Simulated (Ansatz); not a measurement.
# C4H7FSi: the cost of one run

Method: RKS PBE0/STO-3G, in Ansatz 0.2.0.

## (1) The structure to begin with

Bond lengths: C1–C2 1.276 Å, C2–C3 1.378 Å, C2–C4 1.429 Å, C3–C4 1.514 Å, C4–F5 1.418 Å, C4–Si6 1.861 Å, C1–H7 1.122 Å, C1–H8 1.071 Å, C3–H9 1.093 Å, C3–H10 1.099 Å, Si6–H11 1.497 Å, Si6–H12 1.480 Å, Si6–H13 1.533 Å. Angles (14 of 24 angles, heavy atoms first): C1–C2–C3 143.0°, C1–C2–C4 151.8°, C3–C2–C4 65.2°, C2–C3–C4 59.0°, C2–C4–C3 55.8°, C2–C4–F5 112.4°, C2–C4–Si6 119.8°, C3–C4–F5 115.1°, C3–C4–Si6 122.1°, F5–C4–Si6 117.1°, C2–C1–H7 118.7°, C2–C1–H8 124.4°, C2–C3–H9 119.4°, C2–C3–H10 119.1°.

Structure file:

```xyz
13

C    -1.1525   -0.8717   -1.5342
C    -0.3162   -0.7101   -0.5843
C     0.9728   -0.9987   -0.1916
C     0.0366   -0.2284    0.7145
F    -0.5577   -0.9906    1.7522
Si    0.2225    1.6008    1.0053
H    -2.1797   -0.4344   -1.4266
H    -0.9156   -1.3131   -2.4810
H     1.8039   -0.4386   -0.6265
H     1.2254   -2.0274    0.1007
H     1.0823    1.8220    2.2108
H     0.9131    2.2350   -0.1401
H    -1.1145    2.3204    1.2156
```

## (2) Relaxing end A

Contents of input.yaml:

```yaml
crystal:
  periodic: [false, false, false]
  atoms:
    - { symbol: C, position_ang: [-1.1525, -0.8717, -1.5342] }
    - { symbol: C, position_ang: [-0.3162, -0.7101, -0.5843] }
    - { symbol: C, position_ang: [0.9728, -0.9987, -0.1916] }
    - { symbol: C, position_ang: [0.0366, -0.2284, 0.7145] }
    - { symbol: F, position_ang: [-0.5577, -0.9906, 1.7522] }
    - { symbol: Si, position_ang: [0.2225, 1.6008, 1.0053] }
    - { symbol: H, position_ang: [-2.1797, -0.4344, -1.4266] }
    - { symbol: H, position_ang: [-0.9156, -1.3131, -2.481] }
    - { symbol: H, position_ang: [1.8039, -0.4386, -0.6265] }
    - { symbol: H, position_ang: [1.2254, -2.0274, 0.1007] }
    - { symbol: H, position_ang: [1.0823, 1.822, 2.2108] }
    - { symbol: H, position_ang: [0.9131, 2.235, -0.1401] }
    - { symbol: H, position_ang: [-1.1145, 2.3204, 1.2156] }
basis:
  gaussian: { orbitals: STO-3G }
hamiltonian:
  xc: pbe0
relax:
  f_tol: 0.015
  max_steps: 40
output:
  orbitals: {}
```

Run with:

```
$ ansatz run input.yaml --threads 1 --pin off --max-ram 2048MiB --backend cpu --events-out ev --progress --plain --runs-dir out
```

**Question.** How long does this run take on 1 thread of an Arm CPU, shared host, and how much memory does it need?

About 37 s, with a peak of 0.13 GiB.
